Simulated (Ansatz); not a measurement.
# Ta2AlN2: the cost of one run

Method: DFT PBE, scalar-relativistic, plane waves, PAW, in Ansatz 0.2.0.

## Step 1: The system as given

The structure is tetragonal, space group P-4m2 (No. 115). Conventional cell: a = 4.216 Å, b = 4.216 Å, c = 4.439 Å, α = 90.00°, β = 90.00°, γ = 90.00°. Around Ta (site symmetry 2mm) lie 2 N at 2.12 Å. Around Al (site symmetry -4m2) lie 2 N at 1.41 Å. Around N (site symmetry 2mm) lie 1 Al at 1.41 Å.

Coordinates:

```
CELL_PARAMETERS angstrom
4.21575 0.00000 0.00000
0.00000 4.21575 0.00000
0.00000 0.00000 4.43886
ATOMIC_POSITIONS crystal
Ta 0.00000 0.50000 0.86392
Ta 0.50000 0.00000 0.13608
Al 0.00000 0.00000 0.50000
N 0.00000 0.00000 0.18316
N 0.00000 0.00000 0.81684
```

A structure generator made this guess: random cell by space group and Wyckoff sites (P-4m2, No. 115). The dimensions are guesses.

## Step 2: Probe: one point on a coarse mesh

input.yaml

```yaml
crystal:
  lattice:
    - [4.21575012, 0.0, 0.0]
    - [0.0, 4.21575012, 0.0]
    - [0.0, 0.0, 4.43886141]
  atoms:
    - { symbol: Ta, position: [0.0, 0.5, 0.86392305] }
    - { symbol: Ta, position: [0.5, 0.0, 0.13607695] }
    - { symbol: Al, position: [0.0, 0.0, 0.5] }
    - { symbol: "N", position: [0.0, 0.0, 0.18315699] }
    - { symbol: "N", position: [0.0, 0.0, 0.81684301] }
basis:
  ecutwfc: 420
kpoints:
  mp_grid: { grid: [4, 4, 4] }
hamiltonian:
  xc: pbe
scf:
  occupations: { method: gaussian, width: 0.1 }
  lower_state_search: "off"
output:
  forces: true
  stress: true
  eigenvalues: true
```

On the command line:

```console
$ ansatz run input.yaml --threads 1 --pin off --max-ram 2560MiB --backend cpu --events-out ev --progress --plain --runs-dir out
```

What time and memory should one allow on 1 thread of Intel Xeon at 2.70GHz, shared host?

About 2.9 s, with a peak of 0.33 GiB.
